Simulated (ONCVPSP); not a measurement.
**Mo: generating and testing an ONCV potential**

Aim: build the potential from the settings below, then test how well it stands in for the atom: other configurations, scattering, ghost states and the plane-wave cutoff that it needs.

Program: ONCVPSP 4.0.1.1 (patched build). Reference atom: PBE, scalar-relativistic, spherical and spin-unpolarised. All values are calculated.

**1. The design**

Typed settings, in words:

* element: molybdenum (Mo, Z = 42)
* type: optimised norm-conserving Vanderbilt (ONCV)
* frozen core: [Kr]
* valence charge: 6
* reference configuration: 4d5 5s1
* partial waves: 5s: rc 3.20 bohr, ncon 4, nbas 7, qcut 2.1 1/bohr, 2 projectors, debl 1.8 Ha; p scattering state at 0.2 Ha: rc 2.45 bohr, ncon 3, nbas 7, qcut 4 1/bohr, 2 projectors, debl 1.8 Ha; 4d: rc 1.65 bohr, ncon 4, nbas 9, qcut 5.3 1/bohr, local; f scattering state at 0.27 Ha: rc 3.30 bohr, ncon 3, nbas 6, qcut 3.9 1/bohr, 1 projector
* local potential: the d channel
* core correction: Teter function fitted to the true core (icmod 2), fcfact 0.7

The outer shells as boxes (Hund's rule for the drawing; the calculation is spin-unpolarised):

```
[Kr] core
4d [↑ ][↑ ][↑ ][↑ ][↑ ]
5s [↑ ]
```

**2. Generation**

Mo.dat

```
# ATOM AND REFERENCE CONFIGURATION
# atsym  z   nc   nv     iexc    psfile
  Mo 42.00    8    2        4      upf
#
#   n    l    f
    1    0    2.00
    2    0    2.00
    2    1    6.00
    3    0    2.00
    3    1    6.00
    3    2   10.00
    4    0    2.00
    4    1    6.00
    4    2    5.00
    5    0    1.00
#
# PSEUDOPOTENTIAL AND OPTIMIZATION
# lmax
    3
#
#   l,   rc,      ep,       ncon, nbas, qcut
    0    3.20    0.00    4    7    2.10
    1    2.45    0.20    3    7    4.00
    2    1.65    0.00    4    9    5.30
    3    3.30    0.27    3    6    3.90
#
# LOCAL POTENTIAL
# lloc, lpopt,  rc(5),   dvloc0
    2    5    1.65    0.00
#
# VANDERBILT-KLEINMAN-BYLANDER PROJECTORs
# l, nproj, debl
    0    2    1.80
    1    2    1.80
    2    0    2.20
    3    1    1.20
#
# MODEL CORE CHARGE
# icmod, fcfact, rcfact
    2    0.70    0.80
#
# LOG DERIVATIVE ANALYSIS
# epsh1, epsh2, depsh
   -2.00    5.00    0.02
#
# OUTPUT GRID
# rlmax, drl
    6.00    0.01
#
# TEST CONFIGURATIONS
# ncnf
    4
# nvcnf
#   n    l    f
    2
    4    2    5.00
    5    0    0.00
#
    2
    4    2    4.00
    5    0    0.00
#
    2
    4    2    3.00
    5    0    0.00
#
    2
    4    2    4.00
    5    0    1.00
#
```

The run is started by

```
oncvpsp.x < Mo.dat > Mo.out
```

**Question.** What will these runs give? Wanted: cutoffs for 1 and 0.1 mHa per electron, occupied waves; bound ghosts; GHOST(+) flags; largest test error; largest phase difference near zero energy, channels read; rms error of d²Exc/dn², without and with the model core.

**Answer**, as computed:

```
                                                quantity                            value
  cutoffs for 1 and 0.1 mHa per electron, occupied waves                 29 Ha and 105 Ha
                                            bound ghosts  s at -27.91 eV, p at -123.17 eV
                                          GHOST(+) flags                        p at 3 eV
                            largest test error (AE − PS)            -384 meV, for 4d3 5s0
largest phase difference near zero energy, channels read                        3.060 rad
 rms error of d²Exc/dn², without and with the model core                7.10 and 1.03 mHa
```

**Reading.** A bound ghost (s, p) makes it unfit for use: electrons can fall into a state that the atom doesn't have. By total energies transferability is poor: the largest error is 384 meV on 49.1 eV, for 4d3 5s0. That test lies far up in energy; among those under 40 eV, nearer to bonding, the largest error is 44 meV. By its cutoff, 29 Ha for the looser tolerance, it is of middling hardness. The tighter tolerance needs 105 Ha, and converged work needs a cutoff nearer that. At the looser tolerance the 4d wave is the slowest; 5s needs 3 Ha. Near zero energy the largest phase difference among the channels read is 3.06 rad, in the p channel. A step near π is an extra or missing state, not a misfit of shape. The pseudo curves have poles with no partner nearby in the atom's: s at -1.02 Ha, p at 0.11 Ha. At positive energy that is a spurious or a displaced resonance. The program also flags highly localised states, GHOST(+) (p). All of this concerns the isolated atom, not yet a solid.
